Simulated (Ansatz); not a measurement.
# MgB2: the cost of one run

Program: Ansatz 0.2.0. Level of theory: DFT PBE, scalar-relativistic, plane waves, PAW. These are calculated values, not measurements.

## 1. Starting point

It takes space group P6/mmm (No. 191, hexagonal). Conventional cell: a = 3.077 Å, b = 3.077 Å, c = 3.520 Å, α = 90.00°, β = 90.00°, γ = 120.00°. Around Mg (site symmetry 6/mmm) lie 12 B at 2.50 Å. B (site symmetry -6m2) is surrounded by 3 B at 1.78 Å and 6 Mg at 2.50 Å.

As a file:

```xyz
3
Lattice="3.0768 0.0000 0.0000 -1.5384 2.6646 0.0000 0.0000 0.0000 3.5197" Properties=species:S:1:pos:R:3 pbc="T T T"
Mg    0.0000    0.0000    0.0000
B     0.0000    1.7764    1.7598
B     1.5384    0.8882    1.7598
```

An earlier run at PBE left this cell at 9.619 Å³/atom and 0.00 GPa (14×14×12 mesh).

## 2. Field gradients and densities at the nuclei

File input.yaml:

```yaml
crystal:
  lattice:
    - [3.0767859579, 0.0, 0.0]
    - [-1.5383929789, 2.6645748015, 0.0]
    - [0.0, 0.0, 3.5196969375]
  atoms:
    - { symbol: Mg, position: [0.0, 0.0, 0.0] }
    - { symbol: B, position: [0.3333333333, 0.6666666667, 0.5] }
    - { symbol: B, position: [0.6666666667, 0.3333333333, 0.5] }
basis:
  ecutwfc: 420
  ecutrho_ratio: 4
kpoints:
  mp_grid: { grid: [14, 14, 12] }
hamiltonian:
  xc: pbe
scf:
  occupations: { method: gaussian, width: 0.05 }
output:
  forces: true
  stress: true
  eigenvalues: true
  efg:
    contact_densities: true
    quadrupole_moments_barn: { B: 0.04059, Mg: 0.1994 }
```

Started as:

```bash
$ ansatz run input.yaml --threads 1 --pin off --max-ram 2560MiB --backend cpu --events-out ev --progress --plain --runs-dir out
```

Q: Estimate wall time and peak memory on 1 thread of Intel Xeon Platinum 8488C (Sapphire Rapids), shared host.

About 2.9 s, with a peak of 0.41 GiB.
